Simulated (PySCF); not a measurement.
**The bond of TbO, level by level**

An exercise on one series of results from a longer session: the logs are not shown, and one member is left open.

Computed with PySCF 2.14.0. Level: Tb x2c-SVPall, O x2c-SVPall, spin-free X2C with a Gaussian nucleus.

Set-up of the first run:

Settings of the job:

- atoms: Tb, O
- charge: 0
- basis: Tb x2c-SVPall, O x2c-SVPall
- Hamiltonian: spin-free X2C with a Gaussian nucleus
- basis functions: 99
- electrons treated: 73
- masses in u: 158.9253, 15.9949
- levels: PBE0, PBE, r²SCAN, B2PLYP, r²SCAN0, ωB97X, HF, MP2, SCS-MP2
- grid: 80 radial by 434 angular points
- occupations: held fixed by the projection of orbital angular momentum
- dissociation limit: Tb + O, each in its ground configuration
- starting distance in angstrom: 1.946
- values of 2S to try: 3, 5, 7

Launch:

```bash
> OMP_NUM_THREADS=2 python dia.py task.json out
```

Steps of the session up to this table: The job; First curve: PBE0; Excited determinants; PBE (GGA); r²SCAN (meta-GGA); B2PLYP (double hybrid); r²SCAN0 (hybrid meta-GGA); ωB97X; UHF.

One of the session's tables, all rows but one given; the rest of the session is left out.

It belongs to the step «The curves together». Energy (eV) from each level's lowest point:

```
R (Å)    UHF  UHF-MP2  UHF-SCS-MP2    PBE  r²SCAN
1.532  2.155    1.962        2.033  1.902   1.842
1.604  1.042    0.919        0.964  0.898   0.850
1.675  0.377    0.314        0.337  0.313   0.280
1.728  0.109    0.083        0.093  0.086   0.068
1.782  0.000    0.000        0.000  0.000   0.000
1.835  0.019    0.036        0.030  0.024   0.046
1.907  0.198    0.230        0.225  0.185   0.242
1.996  0.600    0.672        0.694  0.529   0.640
2.103      ?        ?            ?      ?       ?
2.245  2.036    3.221        3.404  1.846   2.164
```

Estimate the missing values for R (Å) = 2.103.

Worked estimate for «UHF». A straight line through the neighbours (1.996, 0.600) and (2.245, 2.036) gives 0.600 + (2.036 − 0.600) × (2.103 − 1.996) / (2.245 − 1.996) = 1.217; a parabola fitted to 3 rows on both sides gives 1.161.

The run gave: UHF: 1.220; UHF-MP2: 1.586; UHF-SCS-MP2: 1.693; PBE: 1.064; r²SCAN: 1.253. In «UHF» the line misses by -0.003 and the parabola by -0.059.
